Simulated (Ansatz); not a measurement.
# YSe (Fm-3m): equation of state with a fit from a Python script

Where is the equilibrium volume of YSe (Fm-3m), and how stiff is it? Wanted for YSe (Fm-3m): an equation of state with a fit.

Computed with Ansatz 0.2.0, driven from Python. Level of theory: DFT r2SCAN, plane waves, PAW.

**1. The system**

Symmetry: Fm-3m, No. 225, cubic system. Conventional cell: a = 5.703 Å, b = 5.703 Å, c = 5.703 Å, α = 90.00°, β = 90.00°, γ = 90.00°. Around Y (site symmetry m-3m) lie 6 Se at 2.85 Å. Se (site symmetry m-3m) is surrounded by 6 Y at 2.85 Å.

No structure file is read: the coordinates are typed or built in the script.

**2. Script**

yse.py reads:

```python
# -*- coding: utf-8 -*-
'''Equation of state of YSe.'''

import warnings

import ansatz as az
from ase.eos import EquationOfState
from ase.units import GPa
import numpy as np

VECTORS = np.array([
    [0.0, 2.8515, 2.8515],
    [2.8515, 0.0, 2.8515],
    [2.8515, 2.8515, 0.0],
])
SITES = [
    ('Y', (0.5, 0.5, 0.5)),
    ('Se', (0.0, 0.0, 0.0)),
]


def build(cell):
    crystal = az.Crystal(lattice=az.Lattice.of(cell))
    for symbol, position in SITES:
        crystal = crystal.atom(symbol, position)
    return crystal

warnings.simplefilter('ignore', az.DeckWarning)

# uniform scaling of the cell
volumes, energies, pressures = [], [], []
for scale in np.linspace(0.88, 1.12, 7):
    cell = VECTORS * scale ** (1 / 3)
    setup = (
        build(cell).calculation()
        .functional('r2SCAN')
        .occupations('cold', width=0.1)
        .basis(600)
        .kpoints(7, 7, 7)
        .stress()
    )
    r = setup.run().report
    volumes.append(abs(np.linalg.det(cell)) / len(SITES))
    energies.append(r['free_energy_ev'] / len(SITES))
    pressures.append(np.trace(r['stress_gpa']) / 3)
    print(f'V = {volumes[-1]:8.4f} A^3/atom  F = {energies[-1]:.5f} eV/atom  P = {pressures[-1]:8.3f} GPa')

eos = EquationOfState(volumes, energies, eos='vinet')
v0, e0, bulk = eos.fit()
print(f'V0 = {v0:.4f} A^3/atom, E0 = {e0:.5f} eV/atom, B = {bulk / GPa:.1f} GPa')
eos.plot('eos.png')
```

**3. The input behind the calls**

The package turns the script's settings into the engine's input (first run):

```yaml
crystal:
  lattice:
    - [0.0, 2.732546744482906, 2.732546744482906]
    - [2.732546744482906, 0.0, 2.732546744482906]
    - [2.732546744482906, 2.732546744482906, 0.0]
  atoms:
    - { symbol: "Y", position: [0.5, 0.5, 0.5] }
    - { symbol: Se, position: [0.0, 0.0, 0.0] }
basis:
  ecutwfc: 600.0
kpoints:
  mp_grid:
    grid: [7, 7, 7]
hamiltonian:
  xc: r2scan
scf:
  occupations:
    method: cold
    width: 0.1
output:
  stress: true
```

**4. Launch**

Started as:

```
python yse.py
```

**Question.** Where does the minimum lie against the volume typed, and how stiff is the crystal?

**Answer**, as computed:

```
                      quantity            value
                 runs compared                7
               range of energy  175.88 meV/atom
lowest point, volume (Å³/atom)           24.113
      equilibrium volume (fit)    23.90 Å³/atom
            bulk modulus (fit)           84 GPa
```

A third-order Birch-Murnaghan fit through the 7 points (the script's own form differs a little) has its minimum at 23.90 Å³ an atom, 3.1 % above the typed cell, with a bulk modulus of 84 GPa and dB/dP = 4.3. From that minimum the energy rises by 176.4 meV an atom on the compressed side and 40.5 meV on the expanded side. For a metal this k-point mesh is coarse: on a finer one energies can move by several to tens of meV an atom and pressures by half a GPa or more, differences at one mesh by less. Pressure is positive in compression.
